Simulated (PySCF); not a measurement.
# C7H11N2: the cost of one run

Computed with PySCF 2.14.0, with density-fitted response routines of our own, on a single molecule in the gas phase. Atoms are numbered from 0 throughout.

## (1) The starting structure

20 atoms, charge 1, multiplicity 1; geometry from: GFN2-xTB.

Bonds of the start (Å): C0–C1 1.32, C1–C2 1.51, C2–N3 1.45, N3–C4 1.36, C4–C5 1.36, C5–N6 1.36, N6–C7 1.44, N6–C8 1.33, C8–N3 1.33, C0–H9 1.08, C0–H10 1.08, C1–H11 1.08, C2–H12 1.09, C2–H13 1.09, C4–H14 1.07, C5–H15 1.07, C7–H16 1.09, C7–H17 1.09, C7–H18 1.09, C8–H19 1.07.

## (2) Geometry optimisation at PBE0-D3(BJ)/def2-SVP

The job: settings as JSON, then the geometry in Å.

```
{"job": {"xc": "PBE0", "basis": "def2-SVP", "d3": "d3bj", "grid": 1, "kind": "geom"}, "charge": 1, "multiplicity": 1}
C     -3.534710     0.289400     0.443870
C     -2.435260     0.659470    -0.182690
C     -1.540270    -0.300270    -0.923720
N     -0.215100    -0.310810    -0.337240
C      0.126370    -0.940040     0.820260
C      1.436320    -0.658240     1.063570
N      1.872900     0.142230     0.051960
C      3.202170     0.676190    -0.075630
C      0.854840     0.342260    -0.780790
H     -3.865930    -0.735700     0.463470
H     -4.162000     1.002090     0.948560
H     -2.119670     1.693040    -0.201960
H     -1.450200     0.000580    -1.970420
H     -1.952500    -1.310270    -0.875540
H     -0.568470    -1.533750     1.378040
H      2.071440    -0.967830     1.868470
H      3.327090     1.128530    -1.056910
H      3.936520    -0.119580     0.048460
H      3.380730     1.433030     0.690050
H      0.893430     0.933140    -1.675800
```

Q: Estimate the wall time of this first job on 8 threads of Intel Xeon Platinum 8259CL at 2.50GHz (Skylake/Cascade Lake), shared host.

About 2.1 min.
